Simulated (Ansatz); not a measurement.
# GaAsH (quartet): from Hartree-Fock to the top rungs, cc-pVDZ

Aim: climb from Hartree-Fock through coupled cluster for GaAsH (quartet) at one geometry and basis, and see what each rung misses.

Computed with Ansatz 0.2.0, Gaussian basis. Level: cc-pVDZ, core rule «outside noble gas», up to 28 orbitals frozen.

To be run: UHF; CCSD(T) on ROHF; CCSD(T) on UHF; BCCD(T) on ROHF; CISD; CCSDT(Q) on ROHF; CCSDT(Q) on UHF; CCSDTQ on ROHF; CCSDTQ on UHF.

13 further runs of the same task are left out: 8 for a known fault of the program, 5 set aside as unsound or not needed.

### Step 1. What is computed

The geometry is a PBE0/def2-TZVP stationary point (not a proven minimum) of the parent state, kept for this charge and spin. No spin-orbit coupling is included. The filled d shell of Ga, As may be among the frozen orbitals whatever the setting's name suggests; the logs give the count.

3 atoms, charge 0, spin multiplicity 4.

Atoms are counted from 1 here; the program's logs count them from 0.

Bond lengths: Ga1–As2 2.222 Å, Ga1–H3 1.556 Å. Angles: As2–Ga1–H3 180.0°.

### Step 2. UHF

Input file in.yaml:

```yaml
crystal:
  periodic: [false, false, false]
  atoms:
    - {symbol: Ga, position_ang: [0.000000, 0.000000, 0.222200]}
    - {symbol: As, position_ang: [0.000000, 0.000000, -2.000200]}
    - {symbol: H, position_ang: [0.000000, 0.000000, 1.778000]}
basis:
  gaussian: {orbitals: cc-pVDZ}
magnetization: {spin_polarized: true, initial_magnetization: 3}
hamiltonian: {xc: hf}
output: {orbitals: {seedname: orbitals}}
```

On the command line:

```sh
$ ansatz run in.yaml --threads 1 --pin off --events-out ev --progress --plain --max-ram 4096MiB --backend cpu
```

The runs that follow: CCSD(T) on ROHF; CCSD(T) on UHF; BCCD(T) on ROHF; CISD; CCSDT(Q) on ROHF; CCSDT(Q) on UHF; CCSDTQ on ROHF; CCSDTQ on UHF.

**Question.** What will the summary of the whole plan be? Wanted: UCCSDTQ from the RHF energy; RMP2 from UCCSDTQ; UMP2 from UCCSDTQ; RCCSD from UCCSDTQ; RCCSD(T) from UCCSDTQ; UCCSD(T) from UCCSDTQ; RCCSDT(Q) from UCCSDTQ; UCCSDT(Q) from UCCSDTQ; T1 diagnostic.

**Answer**, as computed:

```
                         quantity                                                    value
      UCCSDTQ from the ROHF energy                                               -4.1452 eV
                RMP2 from UCCSDTQ                                               +922.7 meV
                UMP2 from UCCSDTQ                                               +941.1 meV
               RCCSD from UCCSDTQ                                               +153.5 meV
            RCCSD(T) from UCCSDTQ                                                +48.9 meV
            UCCSD(T) from UCCSDTQ                                                +36.5 meV
           RCCSDT(Q) from UCCSDTQ                                                +13.6 meV
           UCCSDT(Q) from UCCSDTQ                                                 +1.1 meV
levels within 1 kcal/mol (43 meV)  UCCSD(T), RCCSDT, UCCSDT, RCCSDT(Q), UCCSDT(Q), RCCSDTQ
                    T1 diagnostic                                                    0.021
```

**Reading.** RCCSD(T) lands +48.9 meV from the yardstick (1.2 % of the correlation energy). These misses are within one basis, not against nature; the frozen cores of restricted and unrestricted runs differ, which can shift their rows.
